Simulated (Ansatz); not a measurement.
**CCSD(T)/6-31G(d) (spherical functions) run of C3H10OSi (trimethylsilanol)**

Aim: the vertical ionisation energy of C3H10OSi (trimethylsilanol) at CCSD(T)/6-31G* (spherical functions), from 2 runs. 

The results are computed with Ansatz 0.2.0.

78 further runs of the same task are left out: 1 that didn't finish, 77 set aside as unsound or not needed.

## Step 1: The molecule

C3H10OSi has 15 atoms, charge 0, and is taken as a singlet. SMILES: `C[Si](C)(C)O`. Geometry: relaxed at PBE0-D4/def2-TZVP. This is one conformer, not always the lowest.

Bond lengths: C1–Si2 1.870 Å, Si2–C3 1.870 Å, Si2–C4 1.861 Å, Si2–O5 1.660 Å, C1–H6 1.094 Å, C1–H7 1.094 Å, C1–H8 1.093 Å, C3–H9 1.094 Å, C3–H10 1.093 Å, C3–H11 1.094 Å, C4–H12 1.093 Å, C4–H13 1.093 Å, C4–H14 1.093 Å, O5–H15 0.957 Å. Some angles: C1–Si2–C3 109.3°, C1–Si2–C4 111.0°, C1–Si2–O5 110.3°, C3–Si2–C4 111.0°, C3–Si2–O5 110.3°, C4–Si2–O5 104.8°, Si2–C1–H6 111.5°, Si2–C1–H7 111.0°, Si2–C1–H8 111.0°, Si2–C3–H9 111.5°.

## Step 2: The energy at CCSD(T)/6-31G(d) (spherical functions)

Contents of in.yaml:

```yaml
crystal:
  periodic: [false, false, false]
  atoms:
    - symbol: C
      position_ang: [-1.759880, 0.191150, 0.071540]
    - symbol: Si
      position_ang: [0.089930, 0.200980, -0.204700]
    - symbol: C
      position_ang: [0.959910, 0.370300, 1.442320]
    - symbol: C
      position_ang: [0.639300, -1.339490, -1.093220]
    - symbol: O
      position_ang: [0.516200, 1.448090, -1.213440]
    - symbol: H
      position_ang: [-2.095970, 1.106050, 0.568270]
    - symbol: H
      position_ang: [-2.057470, -0.651720, 0.702020]
    - symbol: H
      position_ang: [-2.296730, 0.107790, -0.876880]
    - symbol: H
      position_ang: [0.664600, 1.288070, 1.959260]
    - symbol: H
      position_ang: [2.044780, 0.393380, 1.311290]
    - symbol: H
      position_ang: [0.718200, -0.468650, 2.101280]
    - symbol: H
      position_ang: [0.405110, -2.234400, -0.510590]
    - symbol: H
      position_ang: [1.717690, -1.322690, -1.268870]
    - symbol: H
      position_ang: [0.142180, -1.426990, -2.062380]
    - symbol: H
      position_ang: [0.312140, 2.338130, -0.925910]
basis:
  gaussian:
    orbitals: 6-31G_st_-spherical.json
correlation:
  method: ccsd_t
  frozen_orbitals: {C: 1, H: 0, O: 1, Si: 5}
accuracy: high
scf:
  omitted_lower_state_checks: [cluster_reference, increment]
```

The basis set 6-31G* is read from a file made from the Basis Set Exchange's data (not shown).

Launch:

```bash
ansatz run in.yaml --threads 1 --pin off --max-ram 3480MiB --events-out events.jsonl --progress --plain --runs-dir runs
```

The log of the run (excerpt; [...] marks lines left out):

```text
Warning: RAYON_NUM_THREADS=1 ignored (pool sized by the plan → 1); use --threads N
Functional definition: HF
  name "HF"
[...]
2345 factors; integrals over basis functions are off by at most 3.8e-9 eV
[...]
mean field -13150.60869440 eV, -483.2759557166 hartree, gradient 8.4e-8 eV, S^2 0.000000; 0 other end points of the search recorded, 0 dependent functions left out
9 core orbitals not correlated: weight in the atoms' cores, before any rotation towards them, 1.000 or more for the frozen orbitals, at most 0.000 for the correlated occupied ones
reference -13150.60869440 eV, -483.2759557166 hartree; 16, 16 occupied and 69, 69 virtual orbitals, 2345 factors
second order -17.73034838 eV of doubles, -0.00000000 eV of singles
cycle   1  -18.74821136 eV  change    -1.0e0 eV  update   9.3e-2
[...]
cycle  20  -19.34606126 eV  change  -6.4e-10 eV  update  5.7e-10
perturbative correction -0.44502429 eV, -0.0163543410 hartree
Total energy: -13170.39977995 eV, -484.0032646955 hartree
Checks for a lower state left out: cluster_reference, increment
```

Run time: 46 s. Hardware: 1 thread of Arm Neoverse V2, shared host; peak memory 0.66 GiB.

## Step 3: The doublet cation, same level

Contents of job.yaml:

```yaml
crystal:
  periodic: [false, false, false]
  atoms:
    - {symbol: C, position_ang: [-1.759880, 0.191150, 0.071540]}
    - {symbol: Si, position_ang: [0.089930, 0.200980, -0.204700]}
    - {symbol: C, position_ang: [0.959910, 0.370300, 1.442320]}
    - {symbol: C, position_ang: [0.639300, -1.339490, -1.093220]}
    - {symbol: O, position_ang: [0.516200, 1.448090, -1.213440]}
    - {symbol: H, position_ang: [-2.095970, 1.106050, 0.568270]}
    - {symbol: H, position_ang: [-2.057470, -0.651720, 0.702020]}
    - {symbol: H, position_ang: [-2.296730, 0.107790, -0.876880]}
    - {symbol: H, position_ang: [0.664600, 1.288070, 1.959260]}
    - {symbol: H, position_ang: [2.044780, 0.393380, 1.311290]}
    - {symbol: H, position_ang: [0.718200, -0.468650, 2.101280]}
    - {symbol: H, position_ang: [0.405110, -2.234400, -0.510590]}
    - {symbol: H, position_ang: [1.717690, -1.322690, -1.268870]}
    - {symbol: H, position_ang: [0.142180, -1.426990, -2.062380]}
    - {symbol: H, position_ang: [0.312140, 2.338130, -0.925910]}
basis:
  gaussian:
    orbitals: 6-31G_st_-spherical.json
accuracy: high
correlation:
  method: ccsd_t
  frozen_orbitals: {C: 1, H: 0, O: 1, Si: 5}
scf:
  omitted_lower_state_checks: [cluster_reference, increment]
magnetization:
  spin_polarized: true
  initial_magnetization: 1
total_charge: 1
```

The basis set 6-31G* is read from a file made from the Basis Set Exchange's data (not shown).

Launch:

```bash
ansatz run job.yaml --threads 1 --pin off --max-ram 3480MiB --events-out events.jsonl --progress --plain --runs-dir runs
```

The log of the run (excerpt; [...] marks lines left out):

```text
Warning: RAYON_NUM_THREADS=1 ignored (pool sized by the plan → 1); use --threads N
[... 2 set-up lines as earlier in the session ...]
[...]
2344 factors; integrals over basis functions are off by at most 3.8e-9 eV
[...]
mean field -13140.71185736 eV, -482.9122536638 hartree, gradient 2.8e-8 eV, S^2 0.768314; 10 other end points of the search recorded, 0 dependent functions left out
9 core orbitals not correlated: weight in the atoms' cores, before any rotation towards them, 1.000 or more for the frozen orbitals, at most 0.000 for the correlated occupied ones
reference -13140.71185736 eV, -482.9122536638 hartree; 16, 15 occupied and 69, 70 virtual orbitals, 2344 factors
second order -16.70264579 eV of doubles, -0.00000000 eV of singles
cycle   1  -17.90806927 eV  change    -1.2e0 eV  update   1.3e-1
[...]
cycle  35  -19.16984875 eV  change   -1.5e-9 eV  update  9.0e-10
perturbative correction -0.57187220 eV, -0.0210159158 hartree
Total energy: -13160.45357831 eV, -483.6377485272 hartree
Checks for a lower state left out: cluster_reference, increment
```

Run time: 4.2 min. Hardware: 1 thread of Arm Neoverse V2, shared host; peak memory 1.4 GiB.

## Step 4: Summary of results

Level: CCSD(T)/6-31G* (spherical functions), 9 core orbitals frozen.

```
                                                     quantity          value
                               singlet C3H10OSi: total energy  -484.00326 Eh
singlet C3H10OSi: correlation energy (9 core orbitals frozen)     -727.3 mEh
                             singlet C3H10OSi: (T) correction     -16.35 mEh
                              singlet C3H10OSi: T1 diagnostic          0.010
                                 doublet cation: total energy  -483.63775 Eh
  doublet cation: correlation energy (9 core orbitals frozen)     -725.5 mEh
                               doublet cation: (T) correction     -21.02 mEh
            doublet cation: ⟨S²⟩ of the reference determinant          0.768
                                doublet cation: T1 diagnostic          0.088
           vertical ionisation energy (to the doublet cation)       9.946 eV
```

In words: Removing an electron at fixed nuclei costs 9.95 eV (960 kJ/mol). The triples (singlet C3H10OSi) make up 2.2 % of the correlation energy. The T1 diagnostic (doublet cation) of 0.088 is above the customary mark for such species, so a single reference may not serve. The triples (doublet cation) make up 2.9 % of the correlation energy.
